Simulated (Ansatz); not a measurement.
# Ir: the cost of one run

Method: DFT PBE, scalar-relativistic, plane waves, PAW, in Ansatz 0.2.0.

4 further runs of the same task are left out: 3 that didn't finish, 1 set aside as unsound or not needed.

## 1. The structure to begin with

Symmetry: Fm-3m, No. 225, cubic system. Conventional cell: a = 4.147 Å, b = 4.147 Å, c = 4.147 Å, α = 90.00°, β = 90.00°, γ = 90.00°. Ag (site symmetry m-3m) is surrounded by 12 Ag at 2.93 Å.

As a file:

```
CELL_PARAMETERS angstrom
0.00000 2.07359 2.07359
2.07359 0.00000 2.07359
2.07359 2.07359 0.00000
ATOMIC_POSITIONS crystal
Ag 0.00000 0.00000 0.00000
```

This cell was relaxed beforehand with the same method: volume 17.83 Å³/atom, gap on the mesh none (metal).

## 2. The partner compound

Ir is put into the same structure and relaxed.

The cell holds 1 Ir: a = 2.750 Å, b = 2.750 Å, c = 2.750 Å, α = 60.00°, β = 60.00°, γ = 60.00°.

## 3. A first look at the start (Ir)

input.yaml reads:

```yaml
crystal:
  lattice:
    - [0.0, 1.9445197586, 1.9445197586]
    - [1.9445197586, 0.0, 1.9445197586]
    - [1.9445197586, 1.9445197586, 0.0]
  atoms:
    - { symbol: Ir, position: [0.0, 0.0, 0.0] }
basis:
  ecutwfc: 420
kpoints:
  mp_grid: { grid: [8, 8, 8] }
hamiltonian:
  xc: pbe
scf:
  occupations: { method: gaussian, width: 0.1 }
output:
  forces: true
  stress: true
  eigenvalues: true
```

On the command line:

```sh
$ ansatz run input.yaml --threads 2 --pin off --max-ram 5120MiB --backend cpu --events-out ev --progress --plain --runs-dir out
```

What time and memory should one allow on 2 threads of Intel Xeon Platinum 8488C (Sapphire Rapids), shared host?

About 1.4 s, with a peak of 0.31 GiB.
